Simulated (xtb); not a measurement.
# AlSiH2Cl2F (SMILES F[SiH](Cl)[AlH][Cl]): levels of theory compared

Wanted: a comparison of 3 runs (GFN-FF, GFN2-xTB, GFN0-xTB) of AlSiH2Cl2F. 

Program for the calculation: xtb 6.7.1.

1 further run of the same task is left out (set aside as unsound or not needed).

### Step 1. Starting point

AlSiH2Cl2F has 7 atoms, charge 0, and is taken as a singlet. As SMILES, `F[SiH](Cl)[AlH][Cl]`. Geometry: optimised at GFN2-xTB. This is one conformer, not always the lowest.

Bond lengths: F1–Si2 1.625 Å, Si2–Cl3 2.057 Å, Si2–Al4 2.440 Å, Al4–Cl5 2.011 Å, Si2–H6 1.468 Å, Al4–H7 1.548 Å. Angles: F1–Si2–Cl3 104.6°, F1–Si2–Al4 115.6°, Cl3–Si2–Al4 98.7°, Si2–Al4–Cl5 123.8°, F1–Si2–H6 98.8°, Cl3–Si2–H6 105.1°, Al4–Si2–H6 131.2°, Si2–Al4–H7 115.9°, Cl5–Al4–H7 120.3°.

### Step 2. Energy and gradient at GFN-FF (run 1)

mol.xyz

```xyz
7

F     -1.51833900    -0.83907100    -1.45794100
Si    -0.61730700    -0.83065700    -0.10532000
Cl     1.02627800    -1.97784600    -0.56815900
Al     0.52571500     1.26828300     0.38489500
Cl     2.28429500     1.80049400    -0.43150000
H     -1.46129300    -1.69047800     0.73306500
H     -0.17804800     2.20137400     1.39936000
```

Started as:

```bash
$ xtb mol.xyz -c 0 --gfnff --grad --parallel 1 | tee out.txt
```

The log of the run:

```text
* xtb version 6.7.1
[...]
         ::                     SUMMARY                     ::
         :::::::::::::::::::::::::::::::::::::::::::::::::::::
         :: total energy              -0.424835127876 Eh    ::
         :: gradient norm              0.063341376282 Eh/a0 ::
         ::.................................................::
         :: bond energy               -0.419626566602 Eh    ::
         :: angle energy               0.004333289924 Eh    ::
         :: torsion energy             0.000017597589 Eh    ::
         :: repulsion energy           0.035097088555 Eh    ::
         :: electrostat energy        -0.040405905941 Eh    ::
         :: dispersion energy         -0.004037507099 Eh    ::
         :: HB energy                  0.000000000000 Eh    ::
         :: XB energy                  0.000000000000 Eh    ::
         :: bonded atm energy         -0.000213124302 Eh    ::
         :: external energy            0.000000000000 Eh    ::
         :: add. restraining           0.000000000000 Eh    ::
         :: total charge               0.000000000000 e     ::
[...]
molecular dipole:
                 x           y           z       tot (Debye)
 q only:       -0.204       0.474       1.286       3.523
           -------------------------------------------------
          | TOTAL ENERGY               -0.424835127876 Eh   |
          | GRADIENT NORM               0.063341376282 Eh/α |
           -------------------------------------------------
########################################################################
[WARNING] Runtime exception occurred
-1- gfnff_setup: Could not read topology file.
########################################################################
[...]
```

Standard error:

```text
normal termination of xtb
```

Run time: 0.014 s. Hardware: 1 thread of Arm Neoverse V1, shared host.

### Step 3. Energy and gradient at GFN2-xTB (run 2)

coord

```
$coord
     -2.869244874338     -1.585614389116     -2.755109195863  f
     -1.166541164814     -1.569714233503     -0.199025955446  si
      1.939384347729     -3.737587256687     -1.073664905241  cl
      0.993457369608      2.396707518519      0.727346136738  al
      4.316691937852      3.402440549032     -0.815416822776  cl
     -2.761443557833     -3.194540439705      1.385292081549  h
     -0.336461957037      4.159993957872      2.644407149756  h
$end
```

Started as:

```bash
$ xtb --json --grad --gfn 2 -- coord > run.log 2> xtb.err
```

The log of the run, shortened:

```text
* xtb version 6.7.1
[...]
          :  # basis functions                  46          :
[...]
          :  # electrons                        30          :
[...]
          :  Hamiltonian                  GFN2-xTB          :
[...]
          :  net charge                          0          :
          :  unpaired electrons                  0          :
[...]
   *** convergence criteria satisfied after 17 iterations ***
[...]
         ::                     SUMMARY                     ::
         :::::::::::::::::::::::::::::::::::::::::::::::::::::
         :: total energy             -17.825695678804 Eh    ::
         :: gradient norm              0.000450881199 Eh/a0 ::
         :: HOMO-LUMO gap              3.601946981503 eV    ::
         ::.................................................::
         :: SCC energy               -17.875746618241 Eh    ::
         :: -> isotropic ES            0.057526385159 Eh    ::
         :: -> anisotropic ES         -0.000167494997 Eh    ::
         :: -> anisotropic XC         -0.008649953095 Eh    ::
         :: -> dispersion             -0.005543750968 Eh    ::
         :: repulsion energy           0.050050939436 Eh    ::
         :: add. restraining           0.000000000000 Eh    ::
         :: total charge              -0.000000000000 e     ::
         :::::::::::::::::::::::::::::::::::::::::::::::::::::
[...]
        15        2.0000           -0.3910991             -10.6423 (HOMO)
        16                         -0.2587300              -7.0404 (LUMO)
[...]
molecular dipole:
                 x           y           z       tot (Debye)
 q only:       -0.299       0.656       0.821
   full:        0.033       0.495       0.646       2.070
molecular quadrupole (traceless):
[...]
          | TOTAL ENERGY              -17.825695678804 Eh   |
          | GRADIENT NORM               0.000450881199 Eh/α |
          | HOMO-LUMO GAP               3.601946981503 eV   |
           -------------------------------------------------
[...]
```

Standard error:

```text
normal termination of xtb
```

Run time: 0.034 s. Hardware: 1 thread of Arm Neoverse V1, shared host.

### Step 4. Energy and gradient at GFN0-xTB (run 3)

geom.xyz

```xyz
7
start
F     -1.518339    -0.839071    -1.457941
Si    -0.617307    -0.830657    -0.105320
Cl     1.026278    -1.977846    -0.568159
Al     0.525715     1.268283     0.384895
Cl     2.284295     1.800494    -0.431500
H     -1.461293    -1.690478     0.733065
H     -0.178048     2.201374     1.399360
```

Started as:

```bash
$ xtb geom.xyz --chrg 0 --gfn 0 --grad -P 1 > run.log
```

The log of the run, shortened:

```text
* xtb version 6.7.1
[...]
          :  # basis functions                  48          :
[...]
          :  # electrons                        30          :
[...]
 Zeroth order Hamiltonian       ...        0 min,  0.000 sec ( 14.879%)
[...]
         ::                     SUMMARY                     ::
         :::::::::::::::::::::::::::::::::::::::::::::::::::::
         :: total energy             -16.794145868924 Eh    ::
         :: gradient norm              0.042485503898 Eh/a0 ::
         :: HOMO-LUMO gap              3.355237227703 eV    ::
         ::.................................................::
         :: H0 energy                -16.734052827199 Eh    ::
         :: repulsion energy           0.063626618871 Eh    ::
         :: electrostat energy        -0.121626978797 Eh    ::
         :: -> Gsolv                   0.000000000000 Eh    ::
         ::    -> Gsasa                0.000000000000 Eh    ::
         ::    -> Gshift               0.000000000000 Eh    ::
         :: dispersion energy         -0.002092681799 Eh    ::
         :: short-range corr.          0.000000000000 Eh    ::
         :: add. restraining           0.000000000000 Eh    ::
         :: total charge               0.000000000000 e     ::
         :::::::::::::::::::::::::::::::::::::::::::::::::::::
[...]
        15        2.0000           -0.3871301             -10.5343 (HOMO)
        16                         -0.2638274              -7.1791 (LUMO)
[...]
     #   Z sym  total        # sym  WBO       # sym  WBO       # sym  WBO
 ---------------------------------------------------------------------------
     1   9      1.052 --     2      1.012
     2  14      3.861 --     3      1.021     1      1.012     4      0.909
                             6      0.858
     3  17      1.085 --     2      1.021
     4  13      2.895 --     5      1.067     2      0.909     7      0.849
     5  17      1.129 --     4      1.067
     6   1      0.924 --     2      0.858
     7   1      0.888 --     4      0.849
 ---------------------------------------------------------------------------
[...]
          | TOTAL ENERGY              -16.794145868924 Eh   |
          | GRADIENT NORM               0.042485503898 Eh/α |
          | HOMO-LUMO GAP               3.355237227703 eV   |
           -------------------------------------------------
[...]
```

Standard error:

```text
normal termination of xtb
```

It took 0.026 s on 1 thread of Arm Neoverse V1, shared host.

### Step 5. The series

| run | level | energy (Eh) | dipole moment (D) | dispersion energy (kJ/mol) | largest force (eV/Å) | wall time |
| --- | --- | --- | --- | --- | --- | --- |
| 1 | GFN-FF | -0.424835 | 3.52 | -10.60 | 2.058 | 0.014 s |
| 2 | GFN2-xTB | -17.825696 | 2.07 | -14.56 | 0.016 | 0.034 s |
| 3 | GFN0-xTB | -16.794146 | 2.39 | -5.49 | 1.331 | 0.026 s |

### Step 6. What came out

```
                             quantity         value
                  run 3: total energy  -16.79415 Eh
                 run 3: dipole moment        2.39 D
                   run 3: HOMO energy     -10.53 eV
                   run 3: LUMO energy      -7.18 eV
                 run 3: HOMO–LUMO gap       3.36 eV
             run 3: dispersion energy  -5.49 kJ/mol
      run 3: largest force on an atom    1.331 eV/Å
run 3: mean polarisability (D4 model)    88.6 bohr³
```

In words: The dipole moment (its size) runs from 2.07 D (GFN2-xTB) to 3.52 D (GFN-FF). Force-field and semi-empirical energies have zeros of their own, so their totals don't compare. All runs together took 0.074 s, the longest 0.034 s.
